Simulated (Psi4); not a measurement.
# OMP2/def2-SVP (core potential, density fitting for correlation) run of WCl6 (SMILES Cl[W](Cl)(Cl)(Cl)(Cl)Cl)

What is the vertical ionisation energy of WCl6 at OMP2/def2-SVP (core potential, density fitting for correlation)? 

The results are computed with Psi4 1.11.

**1. The molecule**

WCl6 has 7 atoms, charge 0, and is taken as a singlet. As SMILES, `Cl[W](Cl)(Cl)(Cl)(Cl)Cl`. The coordinates come from a PBE0-D4/def2-TZVP relaxation.

Bond lengths: Cl1–W2 2.287 Å, W2–Cl3 2.287 Å, W2–Cl4 2.287 Å, W2–Cl5 2.287 Å, W2–Cl6 2.287 Å, W2–Cl7 2.287 Å. Some angles: Cl1–W2–Cl3 90.0°, Cl1–W2–Cl4 90.0°, Cl1–W2–Cl5 180.0°, Cl1–W2–Cl6 90.0°, Cl1–W2–Cl7 90.0°, Cl3–W2–Cl4 180.0°, Cl3–W2–Cl5 90.0°, Cl3–W2–Cl6 90.0°, Cl3–W2–Cl7 90.0°, Cl4–W2–Cl5 90.0°.

**2. The energy at OMP2/def2-SVP (core potential, density fitting for correlation)**

Input file calc.in:

```
memory 2200 MB

molecule system {
  0 1
  Cl    -1.314490    -1.469940     1.159000
  W      0.000000     0.000000     0.000000
  Cl     1.112910     0.525000     1.928130
  Cl    -1.112940    -0.525000    -1.928110
  Cl     1.314510     1.469920    -1.159020
  Cl    -1.505070     1.672020     0.413510
  Cl     1.505090    -1.672000    -0.413520
  symmetry c1
}

set puream true
set e_convergence 1e-09
set d_convergence 1e-08
set scf_type pk
set num_frozen_docc 30

E, wfn = energy("omp2/def2-SVP", return_wfn=True)
print_variables()
```

Launch:

```bash
$ psi4 -n 1 calc.in calc.out
```

calc.out, cut to the lines that bear on the results:

```text
[...]
    !!!  WARNING: ECP capability is in beta. Please check occupations closely.  !!!
[...]
  Running in c1 symmetry.
[...]
  Nuclear repulsion =  997.990864722118772
[...]
  Multiplicity = 1
[...]
  Nalpha       = 58
  Nbeta        = 58
[...]
    Number of basis functions: 140
[...]
   @RHF iter   1: -2822.10643273708274    2.06601e-02   6.95322e-03 DIIS/ADIIS
[...]
   @RHF iter  13: -2822.64357528793334   -4.09273e-11   6.23723e-09 DIIS
[...]
    Orbital Energies [Eh]
    ---------------------
    Doubly Occupied:
       1A   -104.835805     2A   -104.835794     3A   -104.835794
       4A   -104.835730     5A   -104.835730     6A   -104.835729
       7A    -10.600049     8A    -10.600049     9A    -10.600045
      10A    -10.600045    11A    -10.600043    12A    -10.600036
      13A     -8.073964    14A     -8.073964    15A     -8.073946
      16A     -8.073946    17A     -8.073944    18A     -8.073928
      19A     -8.071776    20A     -8.071776    21A     -8.071776
      22A     -8.071772    23A     -8.071772    24A     -8.071772
      25A     -8.071770    26A     -8.071769    27A     -8.071769
      28A     -8.071763    29A     -8.071762    30A     -8.071762
      31A     -3.728034    32A     -2.190384    33A     -2.190384
      34A     -2.190383    35A     -1.161491    36A     -1.127208
[...]
  @RHF Final Energy: -2822.64357528793334
   => Energetics <=
    Nuclear Repulsion Energy =            997.9908647221187721
    One-Electron Energy =               -5911.9409800890434781
    Two-Electron Energy =                2091.3065400789910200
    Total Energy =                      -2822.6435752879333450
[...]
 Multipole Moments:
 ------------------------------------------------------------------------------------
     Multipole            Electronic (a.u.)      Nuclear  (a.u.)        Total (a.u.)
 ------------------------------------------------------------------------------------
 L = 1.  Multiply by 2.5417464519 to convert [e a0] to [Debye]
 Dipole X            :         -0.0001487            0.0001266           -0.0000221
 Dipole Y            :         -0.0000156            0.0000000           -0.0000156
 Dipole Z            :          0.0001384           -0.0001266            0.0000118
 Magnitude           :                                                    0.0000295
[...]
	Warning: cc_lambda option is changed to TRUE
	For this residual convergence, default PCG convergence is:     1.00e-07
[...]
	DF-MP2 Total Energy (a.u.)         : -2823.86884283843301
[...]
	DF-MP2 Total Energy (a.u.)         : -2823.90798986453956
[...]
	DF-OMP2 Total Energy (a.u.)        : -2823.90798986452000
[...]
```

It took 3.5 min on 1 thread of Intel Xeon 6975P-C (Granite Rapids), shared host; peak memory 0.92 GiB.

**3. The doublet cation**

Input file calc.dat:

```
memory 2200 MB

molecule {
  1 2
  Cl    -1.314490    -1.469940     1.159000
  W      0.000000     0.000000     0.000000
  Cl     1.112910     0.525000     1.928130
  Cl    -1.112940    -0.525000    -1.928110
  Cl     1.314510     1.469920    -1.159020
  Cl    -1.505070     1.672020     0.413510
  Cl     1.505090    -1.672000    -0.413520
  units angstrom
  symmetry c1
}

set basis def2-SVP
set reference uhf
set puream true
set e_convergence 1e-09
set d_convergence 1e-08
set scf_type pk
set num_frozen_docc 30
set maxiter 100

E, wfn = energy('omp2', return_wfn=True)
```

Launch:

```bash
$ psi4 calc.dat calc.out -n 1
```

calc.out, cut to the lines that bear on the results:

```text
[...]
    !!!  WARNING: ECP capability is in beta. Please check occupations closely.  !!!
[...]
  Running in c1 symmetry.
[...]
  Nuclear repulsion =  997.990864722118772
[...]
  Multiplicity = 2
[...]
  Nalpha       = 58
  Nbeta        = 57
[...]
    Number of basis functions: 140
[...]
   @UHF iter   1: -2821.61974373760768    5.07349e-01   7.17030e-03 ADIIS/DIIS
[...]
   @UHF iter  34: -2822.21216350129544   -7.32143e-11   9.31426e-09 DIIS
[...]
   @S^2 Observed:                8.436618804E-01
[...]
  @UHF Final Energy: -2822.21216350129544
   => Energetics <=
    Nuclear Repulsion Energy =            997.9908647221187721
    One-Electron Energy =               -5889.1849515906233137
    Two-Electron Energy =                2068.9819233672087648
    Total Energy =                      -2822.2121635012954357
  UHF NO Occupations:
  HONO-2 :   56  A 1.9970001
  HONO-1 :   57  A 1.9614437
[...]
 Multipole Moments:
 ------------------------------------------------------------------------------------
     Multipole            Electronic (a.u.)      Nuclear  (a.u.)        Total (a.u.)
 ------------------------------------------------------------------------------------
 L = 1.  Multiply by 2.5417464519 to convert [e a0] to [Debye]
 Dipole X            :         -0.0001663            0.0001266           -0.0000397
 Dipole Y            :         -0.0000139            0.0000000           -0.0000139
 Dipole Z            :          0.0001479           -0.0001266            0.0000213
 Magnitude           :                                                    0.0000472
[...]
	Warning: cc_lambda option is changed to TRUE
	For this residual convergence, default PCG convergence is:     1.00e-07
[...]
	DF-SCS-MP2 Total Energy (a.u.)     : -2823.38692577439360
	DF-SOS-MP2 Total Energy (a.u.)     : -2823.34283438388002
[...]
	DF-SCS-OMP2 Total Energy (a.u.)    : -2823.42861429361164
	DF-SOS-OMP2 Total Energy (a.u.)    : -2823.28504414429972
	DF-SCS(N)-OMP2 Total Energy (a.u.) : -2822.91446521126136
[...]
	DF-OMP2 Total Energy (a.u.)        : -2823.52764970528233
[...]
```

Run time: 12 min. Hardware: 1 thread of Intel Xeon 6975P-C (Granite Rapids), shared host; peak memory 0.92 GiB.

**4. Results**

Level: OMP2/def2-SVP (core potential, density fitting for correlation), 30 core orbitals frozen.

| quantity | value |
| --- | --- |
| singlet WCl6: total energy | -2823.90799 Eh |
| singlet WCl6: HOMO energy (Hartree–Fock orbitals) | -12.48 eV |
| singlet WCl6: LUMO energy (Hartree–Fock orbitals) | -2.64 eV |
| singlet WCl6: HOMO–LUMO gap (Hartree–Fock orbitals) | 9.84 eV |
| singlet WCl6: correlation energy (30 core orbitals frozen) | -1264.4 mEh |
| doublet cation: total energy | -2823.52765 Eh |
| doublet cation: HOMO energy (Hartree–Fock orbitals) (highest over α and β) | -15.96 eV |
| doublet cation: LUMO energy (Hartree–Fock orbitals) (lowest over α and β) | -10.99 eV |
| doublet cation: correlation energy (30 core orbitals frozen) | -1315.5 mEh |
| doublet cation: ⟨S²⟩ of the reference determinant | 0.844 |
| vertical ionisation energy (to the doublet cation) | 10.350 eV |

What this shows: The vertical ionisation energy comes to 10.35 eV (239 kcal/mol).
